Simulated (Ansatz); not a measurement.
**PbS (rocksalt): the equilibrium volume**

Aim: the volume at which the pressure of PbS (rocksalt) vanishes.

Computed with Ansatz 0.2.0 (DFT PBE, scalar-relativistic, plane waves, PAW, unless a step's input says otherwise).

## Step 1: Starting point

It takes space group Fm-3m (No. 225, cubic). Conventional cell: a = 5.950 Å, b = 5.950 Å, c = 5.950 Å, α = 90.00°, β = 90.00°, γ = 90.00°. Around Pb (site symmetry m-3m) lie 6 S at 2.97 Å. S (site symmetry m-3m) is surrounded by 6 Pb at 2.97 Å.

As a file:

```
Pb S
1.0
     0.00000    2.97485    2.97485
     2.97485    0.00000    2.97485
     2.97485    2.97485    0.00000
Pb S
1 1
Direct
  0.50000 0.50000 0.50000
  0.00000 0.00000 0.00000
```

## Step 2: The first run

Contents of input.yaml:

```yaml
crystal:
  lattice:
    - [0.0, 2.9748517449, 2.9748517449]
    - [2.9748517449, 0.0, 2.9748517449]
    - [2.9748517449, 2.9748517449, 0.0]
  atoms:
    - { symbol: Pb, position: [0.5, 0.5, 0.5] }
    - { symbol: S, position: [0.0, 0.0, 0.0] }
basis:
  ecutwfc: 420
  ecutrho_ratio: 4
kpoints:
  mp_grid: { grid: [10, 10, 10] }
hamiltonian:
  xc: pbe
scf:
  occupations: { method: gaussian, width: 0.05 }
output:
  forces: true
  stress: true
  eigenvalues: true
```

Started as:

```console
> ansatz run input.yaml --threads 8 --pin off --max-ram 15360MiB --backend cpu --events-out ev --progress --plain --runs-dir out
```

Output:

```text
Warning: RAYON_NUM_THREADS=8 ignored (pool sized by the plan → 8); use --threads N
Engine: ansatz 0.2.0, x86_64-unknown-linux-gnu
Pseudopotentials: kind: paw
Pseudopotential: Pb, paw, valence charge 14, recommended cutoff 420 eV (normal), Pb.paw.azcp
Pseudopotential: S, paw, valence charge 6, recommended cutoff 420 eV (normal), S.paw.azcp
Functional definition: PBE
  parameter kappa = 0.804
  parameter beta = 0.06672455060314922
  exchange = pbe_x(kappa = kappa, mu = beta*pi^2/3)
  correlation = pbe_c(beta = beta)
Crystal: 2 atoms, lattice volume = 52.653 Å³
Basis set: ecut = 420 eV, 965 PW (Γ), exchange–correlation on 60×60×60 points (8 copies of the dense FFT grid, shifted against one another)
Bands: 14, of which v1, the nominal top of the filled ones, is band 10 counted from 1 (9 counted from 0)
Symmetry: 48 space group operations
Space group: Fm-3m (ITA 225), of the structure as read, at distance tolerance 3.7e-5 Å
k-points: 47 of 1000
Non-local potential: Pb, projectors of the file, l = 0: 2, l = 1: 2, l = 2: 2, l = 3: 2
Non-local potential: S, projectors of the file, l = 0: 2, l = 1: 2, l = 2: 2
PAW form: soft (Blöchl's): semilocal exchange-correlation on the pseudo side does not see the compensation charge
PAW one-centre angular grid: Pb, 590 points (default); XC on 64 Gauss nodes
PAW one-centre angular grid: S, 110 points (default); XC on 64 Gauss nodes
Initial density: superposition of atomic densities (neutral atoms: chi_scale 0, normalization atom), corrected by the library's trained network
Initial wavefunctions: pseudopotential atomic-orbital guess
Functional: x = pbe(κ = 0.804, μ = 0.2195149727645171), c = pbe(β = 0.06672455060314922)
SCF iter   1: F=—  HF=-12809.564339 eV  |F-HF|=—  |Δ(HF+E_count)|=         —  Δρ=9.94e-4  dr2=8.42e-4  ethr=1.77e-3  ⟨swp⟩=6.2  Hψ=3923  notcnv=0
preconditioner: auto → none  [insulator: Δε(μ)=0.398 eV  Ē_g=15.430 eV  σ=0.050 eV  W_gap=1.00  n_scr=14 (ndim 8)  ℏωp=22.9 eV  f_vac=0.000  D(μ)=0.00/eV (n_scr^D=0)  ε∞_Penn≈3.2]
SCF iter   2: F=—  HF=-12809.563063 eV  |F-HF|=—  |Δ(HF+E_count)|=   1.28e-3  Δρ=5.00e-4  dr2=1.45e-4  ethr=4.21e-6  ⟨swp⟩=2.3  Hψ=1496  notcnv=0
SCF iter   3: F=—  HF=-12809.563062 eV  |F-HF|=—  |Δ(HF+E_count)|=   7.87e-7  Δρ=1.73e-4  dr2=1.66e-5  ethr=7.24e-7  ⟨swp⟩=2.0  Hψ=1044  notcnv=0
SCF iter   4: F=—  HF=-12809.563069 eV  |F-HF|=—  |Δ(HF+E_count)|=   7.06e-6  Δρ=4.77e-5  dr2=1.14e-6  ethr=8.32e-8  ⟨swp⟩=2.0  Hψ=839  notcnv=0
iter 5 did not close the SCF: its close was put off for the readings that it lacked (scf_convergence_deferred on its scf_iter line)
SCF iter   5: F=-12809.563069 eV  HF=-12809.563069 eV  |F-HF|=1.60e-9  |Δ(HF+E_count)|=   1.15e-7  Δρ=5.18e-6  dr2=1.14e-8  ethr=5.72e-9  ⟨swp⟩=2.0  Hψ=1123  notcnv=0
SCF iter   6: F=-12809.563069 eV  HF=-12809.563069 eV  |F-HF|=8.37e-11  |Δ(HF+E_count)|=   4.33e-9  Δρ=5.92e-7  dr2=1.65e-10  ethr=5.71e-11  ⟨swp⟩=2.6  Hψ=2696  notcnv=0
SCF 1 converged in 6 iterations: F = -12809.563069 eV  dr2 = 1.65e-10
SCF converged after 6 iterations
Free energy (F): -12809.563069 eV
Harris-Foulkes:  -12809.563069 eV  (|F-HF|=8.37e-11)
Internal energy: -12809.563069 eV  (E = F + TS)
E sigma→0 (E₀):  -12809.563069 eV
Fermi energy:    8.497165 eV
--- Per-component energies (eV) ---
  E_band       = -57.496748
  E_kinetic    = 393.462605
  E_local      = -1228.216396  (includes V_loc(G=0)·N_el)
  E_nonlocal   = 378.519805
  E_hartree    = 477.248570
  E_xc         = -318.504739
  E_vxc        = -220.448896  (∫ρ·V_xc dr)
  E_paw        = -11003.346767  (= ΣΔE_a)
  E_vpaw       = -335.311512  (= ΣTr[D̂ρ^β])
  E_aug_tail   = 0.000047  (compensation charges beyond the density's cutoff)
  E_ewald      = -1508.726194
  E_smearing   = -0.000000  (= −TS)
  E_closure    = -0.000000  (closes the sum)
  Σ components = -12809.563069   (vs F -12809.563069, Δ=0.00e0)
--- Forces (eV/Å), atoms counted from 1 ---
  atom   1  Pb     0.00000000    -0.00000000     0.00000000
  atom   2  S     -0.00000000     0.00000000     0.00000000
  max |Σ_I F_I| component: 2.84e-29 eV/Å
--- Stress (GPa, compression-positive) ---
        1.674748      -0.000000       0.000000
       -0.000000       1.674748      -0.000000
        0.000000      -0.000000       1.674748
  P = ⅓ Tr σ = 1.6747 GPa (16.747 kbar)
--- Band table (eV; the first three rows and the last of 47) ---
  k-point 0: bands = ["-8.5102", "-8.5102", "-8.5102", "-8.4940", "-8.4940", "-5.2089", "2.2627", "6.1768", "6.1768", "6.1768", "13.4936", "13.4936", "13.4936", "15.0294"]
  k-point 1: bands = ["-8.5097", "-8.5079", "-8.5079", "-8.4950", "-8.4950", "-5.1245", "1.9709", "6.2032", "6.2032", "6.3972", "12.6214", "12.9539", "12.9539", "15.0100"]
  k-point 2: bands = ["-8.5094", "-8.5094", "-8.5087", "-8.4899", "-8.4899", "-4.8826", "1.2789", "6.2801", "6.2801", "6.8851", "11.2789", "11.9899", "11.9899", "15.0241"]
  k-point 46: bands = ["-8.6038", "-8.5070", "-8.4896", "-8.4813", "-8.4514", "-3.5398", "0.4602", "3.6963", "4.2198", "6.9714", "10.8994", "12.7194", "13.2219", "15.6305"]
```

Run time: 1.1 s. Hardware: 8 threads of AMD EPYC (Zen 3), shared host; peak memory 0.4 GiB.

This gives: volume 26.327 Å³/atom, pressure 1.67 GPa, gap on the mesh 0.39 eV.

## Step 3: Stepping to 26.621 Å³/atom

input.yaml: that of step 2 with these lines changed.

```diff
@@ -2,5 +2,5 @@
   lattice:
-    - [0.0, 2.9748517449, 2.9748517449]
-    - [2.9748517449, 0.0, 2.9748517449]
-    - [2.9748517449, 2.9748517449, 0.0]
+    - [0.0, 2.9858821877, 2.9858821877]
+    - [2.9858821877, 0.0, 2.9858821877]
+    - [2.9858821877, 2.9858821877, 0.0]
   atoms:
```

Started as:

```console
> ansatz run input.yaml --threads 8 --pin off --max-ram 15360MiB --backend cpu --events-out ev --progress --plain --runs-dir out
```

Output:

```text
Warning: RAYON_NUM_THREADS=8 ignored (pool sized by the plan → 8); use --threads N
[... 9 set-up lines as earlier in the session ...]
Crystal: 2 atoms, lattice volume = 53.241 Å³
Basis set: ecut = 420 eV, 1037 PW (Γ), exchange–correlation on 60×60×60 points (8 copies of the dense FFT grid, shifted against one another)
Bands: 14, of which v1, the nominal top of the filled ones, is band 10 counted from 1 (9 counted from 0)
[... 1 set-up line as earlier in the session ...]
Space group: Fm-3m (ITA 225), of the structure as read, at distance tolerance 3.8e-5 Å
k-points: 47 of 1000
[... 8 set-up lines as earlier in the session ...]
SCF iter   1: F=—  HF=-12809.569153 eV  |F-HF|=—  |Δ(HF+E_count)|=         —  Δρ=9.96e-4  dr2=8.65e-4  ethr=1.77e-3  ⟨swp⟩=6.1  Hψ=3887  notcnv=0
preconditioner: auto → none  [insulator: Δε(μ)=0.438 eV  Ē_g=15.395 eV  σ=0.050 eV  W_gap=1.00  n_scr=14 (ndim 8)  ℏωp=22.8 eV  f_vac=0.001  D(μ)=0.00/eV (n_scr^D=0)  ε∞_Penn≈3.2]
SCF iter   2: F=—  HF=-12809.568005 eV  |F-HF|=—  |Δ(HF+E_count)|=   1.15e-3  Δρ=4.97e-4  dr2=1.50e-4  ethr=4.32e-6  ⟨swp⟩=2.1  Hψ=1487  notcnv=0
SCF iter   3: F=—  HF=-12809.568005 eV  |F-HF|=—  |Δ(HF+E_count)|=   6.66e-7  Δρ=1.66e-4  dr2=1.61e-5  ethr=7.48e-7  ⟨swp⟩=2.0  Hψ=1051  notcnv=0
SCF iter   4: F=—  HF=-12809.568009 eV  |F-HF|=—  |Δ(HF+E_count)|=   4.15e-6  Δρ=4.71e-5  dr2=1.11e-6  ethr=8.06e-8  ⟨swp⟩=2.0  Hψ=814  notcnv=0
iter 5 did not close the SCF: its close was put off for the readings that it lacked (scf_convergence_deferred on its scf_iter line)
SCF iter   5: F=-12809.568009 eV  HF=-12809.568009 eV  |F-HF|=5.39e-9  |Δ(HF+E_count)|=   8.41e-8  Δρ=4.14e-6  dr2=4.99e-9  ethr=5.53e-9  ⟨swp⟩=2.0  Hψ=1121  notcnv=0
SCF iter   6: F=-12809.568009 eV  HF=-12809.568009 eV  |F-HF|=6.73e-11  |Δ(HF+E_count)|=   8.32e-9  Δρ=5.26e-7  dr2=1.43e-10  ethr=2.49e-11  ⟨swp⟩=2.5  Hψ=2579  notcnv=0
SCF 1 converged in 6 iterations: F = -12809.568009 eV  dr2 = 1.43e-10
SCF converged after 6 iterations
Free energy (F): -12809.568009 eV
Harris-Foulkes:  -12809.568009 eV  (|F-HF|=6.73e-11)
Internal energy: -12809.568009 eV  (E = F + TS)
E sigma→0 (E₀):  -12809.568009 eV
Fermi energy:    8.332489 eV
--- Per-component energies (eV) ---
  E_band       = -60.240903
  E_kinetic    = 393.121666
  E_local      = -1236.367799  (includes V_loc(G=0)·N_el)
  E_nonlocal   = 378.492751
  E_hartree    = 480.020058
  E_xc         = -318.362265
  E_vxc        = -220.254935  (∫ρ·V_xc dr)
  E_paw        = -11003.319809  (= ΣΔE_a)
  E_vpaw       = -335.273093  (= ΣTr[D̂ρ^β])
  E_aug_tail   = 0.000048  (compensation charges beyond the density's cutoff)
  E_ewald      = -1503.152660
  E_smearing   = -0.000000  (= −TS)
  E_closure    = 0.000000  (closes the sum)
  Σ components = -12809.568009   (vs F -12809.568009, Δ=0.00e0)
--- Forces (eV/Å), atoms counted from 1 ---
  atom   1  Pb     0.00000000    -0.00000000    -0.00000000
  atom   2  S     -0.00000000     0.00000000     0.00000000
  max |Σ_I F_I| component: 5.36e-29 eV/Å
--- Stress (GPa, compression-positive) ---
        1.024012      -0.000000       0.000000
        0.000000       1.024012       0.000000
        0.000000       0.000000       1.024012
  P = ⅓ Tr σ = 1.0240 GPa (10.240 kbar)
--- Band table (eV; the first three rows and the last of 47) ---
  k-point 0: bands = ["-8.6658", "-8.6658", "-8.6658", "-8.6494", "-8.6494", "-5.2828", "2.0700", "6.0590", "6.0590", "6.0590", "13.2877", "13.2877", "13.2877", "14.8853"]
  k-point 1: bands = ["-8.6653", "-8.6636", "-8.6636", "-8.6503", "-8.6503", "-5.1999", "1.7903", "6.0847", "6.0847", "6.2687", "12.4335", "12.7629", "12.7629", "14.8572"]
  k-point 2: bands = ["-8.6645", "-8.6645", "-8.6643", "-8.6459", "-8.6459", "-4.9626", "1.1216", "6.1599", "6.1599", "6.7382", "11.1052", "11.8163", "11.8163", "14.8674"]
  k-point 46: bands = ["-8.7526", "-8.6626", "-8.6450", "-8.6380", "-8.6095", "-3.6589", "0.3260", "3.6119", "4.1286", "6.8285", "10.7267", "12.5556", "13.0352", "15.4359"]
```

It took 1.5 s on 8 threads of AMD EPYC (Zen 3), shared host; peak memory 0.4 GiB.

In short: volume 26.621 Å³/atom, pressure 1.02 GPa, mesh gap 0.43 eV.

## Step 4: Volume 27.123 Å³/atom

input.yaml: that of step 3 with these lines changed.

```diff
@@ -2,5 +2,5 @@
   lattice:
-    - [0.0, 2.9858821877, 2.9858821877]
-    - [2.9858821877, 0.0, 2.9858821877]
-    - [2.9858821877, 2.9858821877, 0.0]
+    - [0.0, 3.0045317606, 3.0045317606]
+    - [3.0045317606, 0.0, 3.0045317606]
+    - [3.0045317606, 3.0045317606, 0.0]
   atoms:
```

Started as:

```console
> ansatz run input.yaml --threads 8 --pin off --max-ram 15360MiB --backend cpu --events-out ev --progress --plain --runs-dir out
```

Output:

```text
Warning: RAYON_NUM_THREADS=8 ignored (pool sized by the plan → 8); use --threads N
[... 9 set-up lines as earlier in the session ...]
Crystal: 2 atoms, lattice volume = 54.245 Å³
Basis set: ecut = 420 eV, 1067 PW (Γ), exchange–correlation on 60×60×60 points (8 copies of the dense FFT grid, shifted against one another)
Bands: 14, of which v1, the nominal top of the filled ones, is band 10 counted from 1 (9 counted from 0)
[... 2 set-up lines as earlier in the session ...]
k-points: 47 of 1000
[... 8 set-up lines as earlier in the session ...]
SCF iter   1: F=—  HF=-12809.572427 eV  |F-HF|=—  |Δ(HF+E_count)|=         —  Δρ=1.10e-3  dr2=1.15e-3  ethr=1.77e-3  ⟨swp⟩=6.0  Hψ=3870  notcnv=0
preconditioner: auto → none  [insulator: Δε(μ)=0.502 eV  Ē_g=15.337 eV  σ=0.050 eV  W_gap=1.00  n_scr=14 (ndim 8)  ℏωp=22.5 eV  f_vac=0.003  D(μ)=0.00/eV (n_scr^D=0)  ε∞_Penn≈3.2]
SCF iter   2: F=—  HF=-12809.571141 eV  |F-HF|=—  |Δ(HF+E_count)|=   1.29e-3  Δρ=4.86e-4  dr2=1.30e-4  ethr=5.74e-6  ⟨swp⟩=2.1  Hψ=1456  notcnv=0
SCF iter   3: F=—  HF=-12809.571142 eV  |F-HF|=—  |Δ(HF+E_count)|=   1.34e-6  Δρ=1.67e-4  dr2=1.59e-5  ethr=6.48e-7  ⟨swp⟩=2.1  Hψ=1046  notcnv=0
SCF iter   4: F=—  HF=-12809.571147 eV  |F-HF|=—  |Δ(HF+E_count)|=   4.88e-6  Δρ=4.71e-5  dr2=1.28e-6  ethr=7.96e-8  ⟨swp⟩=2.1  Hψ=814  notcnv=0
iter 5 did not close the SCF: its close was put off for the readings that it lacked (scf_convergence_deferred on its scf_iter line)
SCF iter   5: F=-12809.571147 eV  HF=-12809.571147 eV  |F-HF|=3.46e-9  |Δ(HF+E_count)|=   2.82e-7  Δρ=5.35e-6  dr2=1.44e-8  ethr=6.39e-9  ⟨swp⟩=2.6  Hψ=1099  notcnv=0
SCF iter   6: F=-12809.571147 eV  HF=-12809.571147 eV  |F-HF|=4.00e-11  |Δ(HF+E_count)|=   4.20e-9  Δρ=3.43e-7  dr2=4.58e-11  ethr=7.22e-11  ⟨swp⟩=2.3  Hψ=2443  notcnv=0
SCF 1 converged in 6 iterations: F = -12809.571147 eV  dr2 = 4.58e-11
SCF converged after 6 iterations
Free energy (F): -12809.571147 eV
Harris-Foulkes:  -12809.571147 eV  (|F-HF|=4.00e-11)
Internal energy: -12809.571147 eV  (E = F + TS)
E sigma→0 (E₀):  -12809.571147 eV
Fermi energy:    8.060156 eV
--- Per-component energies (eV) ---
  E_band       = -64.803832
  E_kinetic    = 392.562833
  E_local      = -1250.045838  (includes V_loc(G=0)·N_el)
  E_nonlocal   = 378.450236
  E_hartree    = 484.687559
  E_xc         = -318.126188
  E_vxc        = -219.933547  (∫ρ·V_xc dr)
  E_paw        = -11003.277431  (= ΣΔE_a)
  E_vpaw       = -335.212846  (= ΣTr[D̂ρ^β])
  E_aug_tail   = 0.000051  (compensation charges beyond the density's cutoff)
  E_ewald      = -1493.822369
  E_smearing   = -0.000000  (= −TS)
  E_closure    = 0.000000  (closes the sum)
  Σ components = -12809.571147   (vs F -12809.571147, Δ=0.00e0)
--- Forces (eV/Å), atoms counted from 1 ---
  atom   1  Pb     0.00000000    -0.00000000     0.00000000
  atom   2  S     -0.00000000     0.00000000    -0.00000000
  max |Σ_I F_I| component: 5.15e-29 eV/Å
--- Stress (GPa, compression-positive) ---
       -0.003556      -0.000000       0.000000
       -0.000000      -0.003556       0.000000
        0.000000      -0.000000      -0.003556
  P = ⅓ Tr σ = -0.0036 GPa (-0.036 kbar)
--- Band table (eV; the first three rows and the last of 47) ---
  k-point 0: bands = ["-8.9252", "-8.9252", "-8.9252", "-8.9083", "-8.9083", "-5.4060", "1.7509", "5.8637", "5.8637", "5.8637", "12.9458", "12.9458", "12.9458", "14.6462"]
  k-point 1: bands = ["-8.9247", "-8.9230", "-8.9230", "-8.9092", "-8.9092", "-5.3256", "1.4903", "5.8885", "5.8885", "6.0567", "12.1204", "12.4450", "12.4450", "14.6045"]
  k-point 2: bands = ["-8.9236", "-8.9231", "-8.9231", "-8.9057", "-8.9057", "-5.0958", "0.8594", "5.9610", "5.9610", "6.4963", "10.8162", "11.5276", "11.5276", "14.6079"]
  k-point 46: bands = ["-9.0013", "-8.9220", "-8.9039", "-8.8992", "-8.8729", "-3.8557", "0.1019", "3.4719", "3.9775", "6.5925", "10.4402", "12.2813", "12.7238", "15.1154"]
```

Wall time 1.6 s (8 threads of AMD EPYC (Zen 3), shared host); peak memory 0.4 GiB.

Read off: volume 27.123 Å³/atom, pressure 0.00 GPa, gap on the mesh 0.49 eV.

## Step 5: Pressure against volume so far

| step | level | mesh | relaxed | volume (Å³/atom) | pressure (GPa) |
| --- | --- | --- | --- | --- | --- |
| 2 | PBE | 10×10×10 | nothing | 26.327 | 1.67 |
| 3 | PBE | 10×10×10 | nothing | 26.621 | 1.02 |
| 4 | PBE | 10×10×10 | nothing | 27.123 | 0.00 |

The cell before and after:

| cell as typed | before | after | change |
| --- | --- | --- | --- |
| a (Å) | 4.207 | 4.249 | +1.0 % |
| b (Å) | 4.207 | 4.249 | +1.0 % |
| c (Å) | 4.207 | 4.249 | +1.0 % |
| volume (Å³/atom) | 26.327 | 27.123 | +3.0 % |
| shortest distance (Å) | 2.975 | 3.005 | +1.0 % |
| space group | Fm-3m | Fm-3m | same |

## Step 6: What came out

| quantity | value |
| --- | --- |
| volume | 27.123 Å³/atom |
| pressure | 0.00 GPa |
| conventional cell | a = 6.009 Å, b = 6.009 Å, c = 6.009 Å, α = 90.00°, β = 90.00°, γ = 90.00° |
| gap on the mesh | 0.49 eV |

**Reading.** Over the 3 runs shown the cell moved from 26.33 to 27.12 Å³/atom, a change of +3.0 %, where the pressure is zero within 0.01 GPa. Spin–orbit coupling is left out, though the cell holds Pb; in elements this heavy it can shift levels and gaps by tenths of an eV.

These are semilocal Kohn-Sham gaps, which aren't the measured quantity. Such gaps usually fall short of the measured ones; spin-orbit coupling, left out here, narrows gaps with Pb, so the two errors partly cancel.
